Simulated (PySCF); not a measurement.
# Changing the system itself: GaF⁺

Aim: change spin, charge, geometry, field or solvent of GaF⁺, one at a time, and compare with the base run.

Method: each script names its method and basis; program: PySCF 2.14.0.

## 1. Where the work starts

GaF⁺: 2 atoms, charge 1, spin multiplicity 2.

Bond lengths: Ga1–F2 1.824 Å.

## 2. The run that the others are compared with

The input, input.py:

```python
from pyscf import gto, scf, cc

mol = gto.M(
    atom='Ga 0 0 0; F 0 0 1.824',
    basis='sbkjc',
    ecp={'Ga': 'sbkjc', 'F': 'sbkjc'},
    charge=1,
    spin=1,
    verbose=4,
)
mf = scf.ROHF(mol)
mf.kernel()
mycc = cc.CCSD(mf, frozen=4)
mycc.kernel()
mf.dip_moment()
print('orbital energies (hartree):', mf.mo_energy[..., max(0, mol.nelec[1]-3):mol.nelec[0]+3].round(4))
```

Command:

```bash
$ OMP_NUM_THREADS=1 python input.py
```

The log of this run is left out.

In short: E(SCF) = -280.714290 Eh, 14 cycles, E(CCSD) − E(SCF) = -0.31572 Eh.

The bond length is a typed value, not an optimised one. The dipole of an ion depends on the origin.

## 3. Charge +3

Edit 1 changes charge: 1 → 3.

The input, input.py:

```python
from pyscf import gto, scf, cc

mol = gto.M(
    atom='Ga 0 0 0; F 0 0 1.824',
    basis='sbkjc',
    ecp={'Ga': 'sbkjc', 'F': 'sbkjc'},
    charge=3,
    spin=1,
    verbose=4,
)
mf = scf.ROHF(mol)
mf.kernel()
mycc = cc.CCSD(mf, frozen=4)
mycc.kernel()
mf.dip_moment()
print('orbital energies (hartree):', mf.mo_energy[..., max(0, mol.nelec[1]-3):mol.nelec[0]+3].round(4))
```

Command:

```bash
$ OMP_NUM_THREADS=1 python input.py
```

## 4. Charge +0 (singlet)

Edit 2 changes charge: 1 → 0; spin (2S): 1 → 0.

Edit input.py of step 2 so:

```diff
@@ -6,4 +6,4 @@
     ecp={'Ga': 'sbkjc', 'F': 'sbkjc'},
-    charge=1,
-    spin=1,
+    charge=0,
+    spin=0,
     verbose=4,
```

## 5. PCM, ε = 2.27

Edit 3 changes solvent: none (gas phase) → PCM, ε = 2.27; step after the SCF: ccsd → analyze.

Edit input.py of step 2 so:

```diff
@@ -1,2 +1,2 @@
-from pyscf import gto, scf, cc
+from pyscf import gto, scf, solvent
 
@@ -11,5 +11,6 @@
 mf = scf.ROHF(mol)
+mf = solvent.PCM(mf)
+mf.with_solvent.eps = 2.27
 mf.kernel()
-mycc = cc.CCSD(mf, frozen=4)
-mycc.kernel()
+mf.mulliken_pop()
 mf.dip_moment()
```

## 6. Lengths in bohr

Edit 4 changes length unit: angstrom → bohr; bond length: 1.824 Å → 1.824 bohr.

Edit input.py of step 2 so:

```diff
@@ -8,2 +8,3 @@
     spin=1,
+    unit='bohr',
     verbose=4,
```

## 7. Electric field 0.01 a.u.

Edit 5 changes electric field: none → 0.01 a.u.

Edit input.py of step 2 so:

```diff
@@ -11,2 +11,7 @@
 mf = scf.ROHF(mol)
+field = 0.01  # electric field along z, atomic units
+h = mf.get_hcore() + field*mol.intor('int1e_r')[2]
+mf.get_hcore = lambda *args: h
+e_nuc = mol.energy_nuc() - field*mol.atom_charges() @ mol.atom_coords()[:, 2]
+mf.energy_nuc = lambda *args: e_nuc
 mf.kernel()
```

What does the calculation give? Wanted: for each run, E(SCF); from base; SCF dipole; after the SCF.

The runs gave:

```csv
run,E(SCF) (hartree),from base (eV),cycles,SCF dipole (D),after the SCF
base,-280.714290,0,14,n/a,"CCSD correlation -8.591 eV, core frozen"
charge +3,-279.023521,+46.0082,18,n/a,"CCSD correlation -6.656 eV, core frozen"
charge +0 (singlet),-281.074170,-9.7928,13,3.05,"CCSD correlation -9.161 eV, core frozen"
"PCM, ε = 2.27",-280.794178,-2.1739,14,n/a,n/a
lengths in bohr (poor choice),-278.815530,not comparable,12,n/a,"CCSD correlation -8.556 eV, core frozen"
electric field 0.01 a.u.,-280.701905,not comparable,15,n/a,"CCSD correlation -8.720 eV, core frozen"
```

In words: At the SCF level, adding an electron (to the singlet) releases 9.79 eV at fixed geometry. A continuum solvent with ε = 2.27 lowers the energy by 2.174 eV, a large gain because the system is charged. Rows marked «poor choice» come from settings spoiled on purpose.
